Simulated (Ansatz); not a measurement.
# TiSi+ (doublet): from Hartree-Fock to the top rungs, def2-QZVPP

An exercise on one series of results from a longer session: the logs are not shown, and one member is left open.

Program: Ansatz 0.2.0, Gaussian basis. Level of theory: def2-QZVPP, core rule «outside noble gas», up to 14 orbitals frozen. These are calculated values, not measurements.

The runs, in order: UHF; ROHF; CCSD(T) on UHF.

2 further runs of the same task are left out: 2 set aside as unsound or not needed.

## What is computed

The geometry is a PBE0/def2-TZVP stationary point (not a proven minimum) of the parent state, kept for this charge and spin.

2 atoms, charge 1, spin multiplicity 2.

Atoms are counted from 1 here; the program's logs count them from 0.

Bond lengths: Ti1–Si2 2.462 Å.

Set-up of the first run:

in.yaml reads:

```yaml
crystal:
  periodic: [false, false, false]
  atoms:
    - {symbol: Ti, position_ang: [0.000000, 0.000000, 0.000000]}
    - {symbol: Si, position_ang: [0.000000, 0.000000, 2.461600]}
basis:
  gaussian: {orbitals: "def2-QZVPP.json"}
total_charge: 1
magnetization: {spin_polarized: true, initial_magnetization: 1}
hamiltonian: {xc: hf}
output: {orbitals: {seedname: orbitals}}
```

Command:

```
ansatz run in.yaml --threads 1 --pin off --events-out ev --progress --plain --max-ram 4096MiB --backend cpu
```

Steps of the session up to this table: UHF; ROHF; CCSD(T) on UHF.

One table of the session follows, with a row left open; its other results are not shown here.

```
  method  from UCCSD(T) (kJ/mol)
    ROHF                  +612.6
     UHF                  +361.6
    UMP2                   +93.7
   UCCSD                       ?
UCCSD(T)                       0
```

Estimate the missing values for UCCSD.

As computed: from UCCSD(T) (kJ/mol): +25.8. In the column «from UCCSD(T) (kJ/mol)» it lies between UCCSD(T) (0) and UMP2 (+93.7).

To keep in mind: The determinant is far from a pure spin state, so its energy mixes those of several spin states (harmless only where they are near-degenerate, as at dissociation).
